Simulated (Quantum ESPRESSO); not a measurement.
# Ag (Fm-3m) in Quantum ESPRESSO: settings compared

The runs below take Ag through phonons, with PBE, PBE+D2, PBE+D3(BJ).

Everything below comes from runs of Quantum ESPRESSO 7.5. Logs are shortened: lines on timing, memory, paths and dates and some standing lists are left out, and cuts for length are marked.

**1. The structure**

It takes space group Fm-3m (No. 225, cubic). The conventional cell has a = 6.379 Å, b = 6.379 Å, c = 6.379 Å, α = 90.00°, β = 90.00°, γ = 90.00°. Ag (site symmetry -43m) has 4 Ag at 2.76 Å as nearest neighbours. Ag (site symmetry m-3m) has 8 Ag at 2.76 Å as nearest neighbours.

The cell was built by a generator and needn't be a form met in nature.

**2. Phonons, PBE**

Input file pw.in:

```
&CONTROL
  calculation = 'scf'
  prefix = 'pwscf'
  outdir = './tmp'
  pseudo_dir = './pseudo'
  tprnfor = .true.
  tstress = .true.
  disk_io = 'low'
/
&SYSTEM
  ibrav = 0
  nat = 3
  ntyp = 1
  ecutwfc = 52
  ecutrho = 312
  nbnd = 24
  occupations = 'smearing'
  smearing = 'mv'
  degauss = 0.01469973
/
&ELECTRONS
  conv_thr = 6d-10
  electron_maxstep = 120
  mixing_beta = 0.5
/
ATOMIC_SPECIES
Ag   107.8682 Ag.GGA_PBE-JTH.UPF
CELL_PARAMETERS angstrom
   0.0000000000    3.1897100000    3.1897100000
   3.1897100000    0.0000000000    3.1897100000
   3.1897100000    3.1897100000    0.0000000000
ATOMIC_POSITIONS crystal
Ag     0.2500000000    0.2500000000    0.2500000000
Ag     0.7500000000    0.7500000000    0.7500000000
Ag     0.0000000000    0.0000000000    0.0000000000
K_POINTS automatic
7 7 7 0 0 0
```

Input file relax.in:

```
&CONTROL
  calculation = 'vc-relax'
  prefix = 'pwscf'
  outdir = './tmp'
  pseudo_dir = './pseudo'
  tprnfor = .true.
  tstress = .true.
  disk_io = 'low'
  nstep = 40
  forc_conv_thr = 0.0001
  etot_conv_thr = 1d-06
/
&SYSTEM
  ibrav = 0
  nat = 3
  ntyp = 1
  ecutwfc = 52
  ecutrho = 312
  nbnd = 24
  occupations = 'smearing'
  smearing = 'mv'
  degauss = 0.01469973
/
&ELECTRONS
  conv_thr = 6d-10
  electron_maxstep = 120
  mixing_beta = 0.5
/
&IONS
  ion_dynamics = 'bfgs'
/
&CELL
  cell_dynamics = 'bfgs'
  press = 0
  press_conv_thr = 0.2
/
ATOMIC_SPECIES
Ag   107.8682 Ag.GGA_PBE-JTH.UPF
CELL_PARAMETERS angstrom
   0.0000000000    3.1897100000    3.1897100000
   3.1897100000    0.0000000000    3.1897100000
   3.1897100000    3.1897100000    0.0000000000
ATOMIC_POSITIONS crystal
Ag     0.2500000000    0.2500000000    0.2500000000
Ag     0.7500000000    0.7500000000    0.7500000000
Ag     0.0000000000    0.0000000000    0.0000000000
K_POINTS automatic
7 7 7 0 0 0
```

Input file scf2.in:

```
&CONTROL
  calculation = 'scf'
  prefix = 'pwscf'
  outdir = './tmp'
  pseudo_dir = './pseudo'
  tprnfor = .true.
  tstress = .true.
  disk_io = 'low'
/
&SYSTEM
  ibrav = 0
  nat = 3
  ntyp = 1
  ecutwfc = 52
  ecutrho = 312
  nbnd = 24
  occupations = 'smearing'
  smearing = 'mv'
  degauss = 0.01469973
/
&ELECTRONS
  conv_thr = 1d-13
  electron_maxstep = 120
  mixing_beta = 0.5
  startingpot = 'file'
  startingwfc = 'file'
/
ATOMIC_SPECIES
Ag   107.8682 Ag.GGA_PBE-JTH.UPF
CELL_PARAMETERS angstrom
   0.0000000000    3.1914263595    3.1914263595
   3.1914263595    0.0000000000    3.1914263595
   3.1914263595    3.1914263595    0.0000000000
ATOMIC_POSITIONS crystal
Ag     0.2500000000    0.2500000000    0.2500000000
Ag     0.7500000000    0.7500000000    0.7500000000
Ag     0.0000000000    0.0000000000    0.0000000000
K_POINTS automatic
7 7 7 0 0 0
```

Input file ph.in:

```
phonons of Ag
&INPUTPH
  prefix = 'pwscf'
  outdir = './tmp'
  tr2_ph = 1d-18
  fildyn = 'dyn'
  niter_ph = 90
  alpha_mix(1) = 0.4
/
0.0000000000 0.0000000000 0.0000000000
```

Input file dynmat.in:

```
&INPUT
  fildyn = 'dyn'
  asr = 'crystal'
  filout = 'dynmat.disp'
  fileig = 'dynmat.eig'
/
```

Potentials or basis: JTH 2.0 PBE.

Run with:

```
OMP_NUM_THREADS=1 mpirun -n 4 pw.x -nk 4 -in pw.in > pw.out
OMP_NUM_THREADS=1 mpirun -n 4 pw.x -nk 4 -in relax.in > relax.out
OMP_NUM_THREADS=1 mpirun -n 4 pw.x -nk 4 -in scf2.in > scf2.out
OMP_NUM_THREADS=1 mpirun -n 4 ph.x -nk 4 -in ph.in > ph.out
OMP_NUM_THREADS=1 mpirun -n 1 dynmat.x -in dynmat.in > dynmat.out
```

pw.out:

```text
This program is part of the open-source Quantum ESPRESSO suite
     for quantum simulation of materials; please cite
         "P. Giannozzi et al., J. Phys.:Condens. Matter 21 395502 (2009);
         "P. Giannozzi et al., J. Phys.:Condens. Matter 29 465901 (2017);
         "P. Giannozzi et al., J. Chem. Phys. 152 154105 (2020);
     in publications or presentations arising from this work. More details at

     file Ag.GGA_PBE-JTH.UPF: wavefunction(s)  5S 0S 5P 0P 4D 0D renormalized
     Message from routine setup:
     using ibrav=0 with symmetry is DISCOURAGED, use correct ibrav instead

     K-points division:     npool     =       4
     Subspace diagonalization in iterative solution of the eigenvalue problem:
     a serial algorithm will be used

     G-vector sticks info
     --------------------
     sticks:   dense  smooth     PW     G-vecs:    dense   smooth      PW
     Sum        1555    1039    313                40821    22219    3647

     Using Slab Decomposition

     bravais-lattice index     =            0
     lattice parameter (alat)  =       8.5244  a.u.
     unit-cell volume          =     438.0061 (a.u.)^3
     number of atoms/cell      =            3
     number of atomic types    =            1
     number of electrons       =        33.00
     number of Kohn-Sham states=           24
     kinetic-energy cutoff     =      52.0000  Ry
     charge density cutoff     =     312.0000  Ry
     scf convergence threshold =      6.0E-10
     mixing beta               =       0.5000
     number of iterations used =            8  plain     mixing
     Exchange-correlation= SLA PW PBX PBC
                           (   1   4   3   4   0   0   0)

     celldm(1)=   8.524424  celldm(2)=   0.000000  celldm(3)=   0.000000
     celldm(4)=   0.000000  celldm(5)=   0.000000  celldm(6)=   0.000000

     crystal axes: (cart. coord. in units of alat)
               a(1) = (   0.000000   0.707107   0.707107 )
               a(2) = (   0.707107   0.000000   0.707107 )
               a(3) = (   0.707107   0.707107   0.000000 )

     reciprocal axes: (cart. coord. in units 2 pi/alat)
               b(1) = ( -0.707107  0.707107  0.707107 )
               b(2) = (  0.707107 -0.707107  0.707107 )
               b(3) = (  0.707107  0.707107 -0.707107 )

     PseudoPot. # 1 for Ag read from file:
     Ag.GGA_PBE-JTH.UPF
     Pseudo is Projector augmented-wave + core cor, Zval = 11.0
     Generated using ATOMPAW code
     Shape of augmentation charge: BESSEL
     Using radial grid of 1085 points,  6 beta functions with:
                l(1) =   0
                l(2) =   0
                l(3) =   1
                l(4) =   1
                l(5) =   2
                l(6) =   2
     Q(r) pseudized with 0 coefficients

     atomic species   valence    mass     pseudopotential
     Ag               11.00   107.86820     Ag( 1.00)

     48 Sym. Ops., with inversion, found

   Cartesian axes

     site n.     atom                  positions (alat units)
         1        Ag     tau(   1) = (   0.3535534   0.3535534   0.3535534  )
         2        Ag     tau(   2) = (   1.0606602   1.0606602   1.0606602  )
         3        Ag     tau(   3) = (   0.0000000   0.0000000   0.0000000  )

     number of k points=    20  Marzari-Vanderbilt smearing, width (Ry)=  0.0147
                       cart. coord. in units 2pi/alat
        k(    1) = (   0.0000000   0.0000000   0.0000000), wk =   0.0058309
        k(    2) = (   0.1010153   0.1010153  -0.1010153), wk =   0.0466472
        k(    3) = (   0.2020305   0.2020305  -0.2020305), wk =   0.0466472
        k(    4) = (   0.3030458   0.3030458  -0.3030458), wk =   0.0466472
        k(    5) = (   0.2020305  -0.0000000   0.0000000), wk =   0.0349854
        k(    6) = (   0.3030458   0.1010153  -0.1010153), wk =   0.1399417
[... 12 lines left out ...]
        k(   19) = (  -0.1010153  -0.5050763   0.7071068), wk =   0.1399417
        k(   20) = (   0.0000000  -0.4040610   0.6060915), wk =   0.1399417

     Dense  grid:    40821 G-vectors     FFT dimensions: (  48,  48,  48)

     Smooth grid:    22219 G-vectors     FFT dimensions: (  40,  40,  40)

     Initial potential from superposition of free atoms

     starting charge      32.9986, renormalised to      33.0000
     Starting wfcs are   54 randomized atomic wfcs
     Checking if some PAW data can be deallocated...

     Self-consistent Calculation

     iteration #  1     ecut=    52.00 Ry     beta= 0.50
     Davidson diagonalization with overlap
     ethr =  1.00E-02,  avg # of iterations =  4.0

     Threshold (ethr) on eigenvalues was too large:
     Diagonalizing with lowered threshold

     Davidson diagonalization with overlap
     ethr =  3.52E-04,  avg # of iterations =  1.9

     total energy              =   -1065.97506555 Ry
     estimated scf accuracy    <       0.12161980 Ry

     iteration #  2     ecut=    52.00 Ry     beta= 0.50
     Davidson diagonalization with overlap
     ethr =  3.69E-04,  avg # of iterations =  2.0

     total energy              =   -1066.00241612 Ry
     estimated scf accuracy    <       0.00615428 Ry

     iteration #  3     ecut=    52.00 Ry     beta= 0.50
     Davidson diagonalization with overlap
     ethr =  1.86E-05,  avg # of iterations =  3.5

     total energy              =   -1066.00455714 Ry
     estimated scf accuracy    <       0.00085043 Ry
[... 33 lines left out ...]
     total energy              =   -1066.00454454 Ry
     estimated scf accuracy    <          7.0E-09 Ry

     iteration #  9     ecut=    52.00 Ry     beta= 0.50
     Davidson diagonalization with overlap
     ethr =  2.12E-11,  avg # of iterations =  1.3

     total energy              =   -1066.00454454 Ry
     estimated scf accuracy    <          7.1E-10 Ry

     iteration # 10     ecut=    52.00 Ry     beta= 0.50
     Davidson diagonalization with overlap
     ethr =  2.14E-12,  avg # of iterations =  2.0

     End of self-consistent calculation

          k = 0.0000 0.0000 0.0000 (  2733 PWs)   bands (ev):

     3.1726   4.0017   4.0017   4.6142   4.6142   4.6142   4.8338   4.8338
     4.8338   6.2586   6.2586   6.4911   6.4911   6.4911   6.5028   6.5028
    16.0165  16.0165  16.0165  16.7073  17.3307  17.3307  17.3307  17.5668

          k = 0.1010 0.1010-0.1010 (  2761 PWs)   bands (ev):

     3.4054   4.0816   4.0816   4.4477   4.5245   4.5245   4.9548   4.9548
     5.1004   6.2174   6.2174   6.3097   6.3179   6.3179   6.6047   6.6047
    13.5232  15.5210  15.5210  16.5800  17.6559  17.6559  18.1437  18.2412

          k = 0.2020 0.2020-0.2020 (  2791 PWs)   bands (ev):

     3.9907   4.2989   4.2989   4.3522   4.4099   4.4099   5.1489   5.1489
     5.5524   5.9145   5.9478   5.9478   6.2493   6.2493   6.6405   6.6405
    10.7913  14.9512  14.9512  16.3726  17.3217  17.3217  17.4925  19.9489

          k = 0.3030 0.3030-0.3030 (  2785 PWs)   bands (ev):

     4.3348   4.3348   4.3797   4.5067   4.5623   4.5623   5.2818   5.2818
     5.4146   5.6490   5.6490   6.2208   6.2208   6.5793   6.6400   6.6400
     8.5261  14.6738  14.6738  16.3924  16.8973  16.8973  16.9527  22.3190

          k = 0.2020-0.0000 0.0000 (  2758 PWs)   bands (ev):

     3.4750   4.1045   4.1124   4.4561   4.4561   4.5470   4.7658   5.1573
     5.1573   6.1532   6.1598   6.3026   6.3987   6.3987   6.4976   6.5998
    14.3270  14.3270  14.7929  15.4680  17.1512  18.8892  18.9012  18.9012

          k = 0.3030 0.1010-0.1010 (  2770 PWs)   bands (ev):

     3.8942   4.2682   4.2881   4.3745   4.3918   4.4288   4.8671   5.3671
     5.4712   5.9604   5.9752   6.1355   6.2755   6.3421   6.5448   6.6290
    11.7856  13.5561  14.2527  15.4161  17.3111  18.6679  19.0839  19.4207

          k = 0.4041 0.2020-0.2020 (  2777 PWs)   bands (ev):

     4.2699   4.3085   4.3164   4.3331   4.5539   4.6314   5.1208   5.4634
     5.6081   5.6668   5.8047   6.0943   6.2081   6.5417   6.6076   6.6537
     9.3306  13.3023  13.3821  15.5078  18.1664  18.5089  18.8619  19.5074

          k =-0.2020-0.4041 0.4041 (  2771 PWs)   bands (ev):

     4.2109   4.3175   4.3668   4.5372   4.5860   4.6772   5.3531   5.3575
     5.5147   5.5198   5.7406   6.1527   6.1998   6.5736   6.6802   7.2459
     8.0830  12.6590  13.8325  15.7340  17.7280  17.9445  19.4084  21.6075

          k =-0.1010-0.3030 0.3030 (  2788 PWs)   bands (ev):

     4.1430   4.3293   4.3856   4.3951   4.4638   4.4657   5.1221   5.4394
     5.6721   5.7643   5.8502   5.9072   6.2330   6.3465   6.5105   6.7166
    10.1481  12.4741  14.8003  16.2302  17.5394  17.5591  19.5893  19.9376

          k =-0.0000-0.2020 0.2020 (  2766 PWs)   bands (ev):

     3.7431   4.2070   4.2142   4.3352   4.4331   4.4967   4.9354   5.2451
     5.3253   6.0713   6.0717   6.0801   6.2569   6.3721   6.4880   6.6928
    12.5804  12.9769  16.0773  16.9051  17.0086  17.6488  17.8378  19.1159

          k = 0.4041-0.0000 0.0000 (  2786 PWs)   bands (ev):

     3.9852   4.2939   4.3624   4.3624   4.3886   4.5356   4.7560   5.5525
     5.5525   5.8629   5.9208   6.3502   6.3502   6.4634   6.4860   6.5245
    12.4500  12.4500  12.5432  14.0548  16.1532  20.6603  20.6603  22.1359

          k = 0.5051 0.1010-0.1010 (  2773 PWs)   bands (ev):

     4.1161   4.1461   4.3000   4.3238   4.6325   4.8634   4.9405   5.5046
     5.6725   5.7257   5.8973   6.2372   6.2968   6.5667   6.6068   6.9118
    10.3988  11.3851  12.0081  14.6202  16.7126  20.5444  20.7583  22.1998

          k =-0.1010-0.5051 0.5051 (  2774 PWs)   bands (ev):

     4.0612   4.2965   4.2977   4.3207   4.7867   4.8761   5.2316   5.2872
     5.6303   5.7413   5.8205   6.1656   6.2317   6.6278   6.7316   8.0697
     8.3558  10.4598  12.3793  15.0294  18.7461  19.8910  20.1596  22.0522

          k = 0.0000-0.4041 0.4041 (  2774 PWs)   bands (ev):

     4.0703   4.3224   4.3625   4.4817   4.5427   4.7217   5.3474   5.4739
     5.4813   5.7778   5.7841   6.1716   6.1833   6.5477   6.7560   6.8235
     9.9351  10.1116  13.4211  15.4804  19.2632  19.3850  19.7424  20.4867

          k = 0.6061-0.0000 0.0000 (  2774 PWs)   bands (ev):

     4.0133   4.0326   4.3476   4.3476   4.7559   4.7899   5.2448   5.4905
     5.5754   5.5754   5.9849   6.2178   6.4768   6.6869   6.6869   7.5272
     9.7096  11.2187  11.2187  13.7772  15.8091  22.7212  22.7212  24.3583

          k =-0.0000-0.6061 0.6061 (  2784 PWs)   bands (ev):

     3.9836   4.1008   4.3151   4.3215   4.9478   4.9699   5.0898   5.2295
     5.6707   5.6920   5.9901   6.1624   6.3366   6.7625   6.7688   8.5304
     8.7398   9.9775  11.3709  14.4255  16.5298  22.2578  22.3910  22.8420

          k = 0.4041 0.2020 0.0000 (  2774 PWs)   bands (ev):

     4.1287   4.2278   4.3030   4.3931   4.4828   4.6304   4.9754   5.5313
     5.6986   5.8149   5.8742   5.9551   6.3132   6.4433   6.4924   6.6901
    11.1509  11.3620  13.2059  16.0948  17.2974  18.1056  20.4813  21.1163

          k =-0.2020-0.4041 0.6061 (  2764 PWs)   bands (ev):

     4.1441   4.1987   4.3836   4.4001   4.5896   4.8323   5.2720   5.4157
     5.6093   5.7433   5.7806   6.0331   6.3139   6.4954   6.7493   7.2475
     8.9765  11.2440  12.2265  16.6369  17.2851  19.0849  20.8558  21.2971

          k =-0.1010-0.5051 0.7071 (  2781 PWs)   bands (ev):

     4.0460   4.1825   4.2039   4.3798   4.8018   4.9750   5.0845   5.4602
     5.4654   5.8807   5.9130   6.0830   6.3320   6.5727   6.8143   7.7321
     9.8214  10.2396  10.7740  15.5631  16.9838  19.7477  21.9716  23.0351

          k = 0.0000-0.4041 0.6061 (  2777 PWs)   bands (ev):

     4.0493   4.1552   4.3735   4.3898   4.5968   5.1348   5.2058   5.4409
     5.4904   5.7572   5.8546   6.0076   6.3512   6.5468   6.8672   8.3877
     9.2483   9.3326  11.0785  16.4337  18.7534  18.8328  19.6626  22.8208

     the Fermi energy is     9.4019 ev

!    total energy              =   -1066.00454454 Ry
     total all-electron energy =     -1066.004545 Ry
     estimated scf accuracy    <          1.3E-11 Ry
     smearing contrib. (-TS)   =      -0.00015699 Ry
     internal energy E=F+TS    =   -1066.00438755 Ry

     The total energy is F=E-TS. E is the sum of the following terms:
     one-electron contribution =     -35.39346300 Ry
     hartree contribution      =      51.08566256 Ry
     xc contribution           =    -102.54829442 Ry
     ewald contribution        =    -192.12681722 Ry
     one-center paw contrib.   =    -787.02147547 Ry

     convergence has been achieved in  10 iterations

     Forces acting on atoms (cartesian axes, Ry/au):

     atom    1 type  1   force =    -0.00000000   -0.00000000    0.00000000
     atom    2 type  1   force =     0.00000000   -0.00000000   -0.00000000
     atom    3 type  1   force =    -0.00000000   -0.00000000    0.00000000

     Total force =     0.000000     Total SCF correction =     0.000000

     Computing stress (Cartesian axis) and pressure

          total   stress  (Ry/bohr**3)                   (kbar)     P=        1.05
   0.00000711   0.00000000  -0.00000000            1.05        0.00       -0.00
   0.00000000   0.00000711  -0.00000000            0.00        1.05       -0.00
  -0.00000000  -0.00000000   0.00000711           -0.00       -0.00        1.05

=------------------------------------------------------------------------------=
   JOB DONE.
=------------------------------------------------------------------------------=
```

Run time: 4.5 min. Hardware: 4 MPI ranks of Arm Neoverse V2, shared host; peak memory 0.68 GiB.

Results:

```yaml
Free_energy: -14503.7308 eV
Relaxed_volume: 21.67 Å³/atom
Relaxed_cell: a = 4.513 Å, b = 4.513 Å, c = 4.513 Å, α = 60.00°, β = 60.00°, γ = 60.00°
Space_group_after_relaxing_to_0.05_Å: Fm-3m (No. 225)
Pressure_after_relaxing: 0.0 GPa
Band_gap_on_the_k_mesh: none (metal or under the smearing width)
Highest_phonon_frequency_at_Γ: 156 cm⁻¹
```

Final structure:
```yaml
crystal:
  lattice:
    - [0.00000, 3.19143, 3.19143]
    - [3.19143, 0.00000, 3.19143]
    - [3.19143, 3.19143, 0.00000]
  atoms:
    - { symbol: Ag, position: [0.25000, 0.25000, 0.25000] }
    - { symbol: Ag, position: [0.75000, 0.75000, 0.75000] }
    - { symbol: Ag, position: [0.00000, 0.00000, 0.00000] }
```

Levels at points of the mesh, in eV from the Fermi level:
```
           k point  band 13  band 14  band 15  band 16  band 17  band 18  band 19  band 20
(0.00, 0.00, 0.00)    -2.91    -2.91    -2.90    -2.90     6.61     6.61     6.61     7.29
```

Phonon frequencies in cm⁻¹ (negative: imaginary):
| q point | frequencies |
| --- | --- |
| (0.000, 0.000, 0.000) | 2 2 2 94 94 94 156 156 156 |

Optical modes at Γ, degenerate ones joined:
| cm⁻¹ | components | symmetry | active in |
| --- | --- | --- | --- |
| 94 | 3 | T2g | Raman |
| 156 | 3 | T1u | IR |

[end of part 1 of 3]
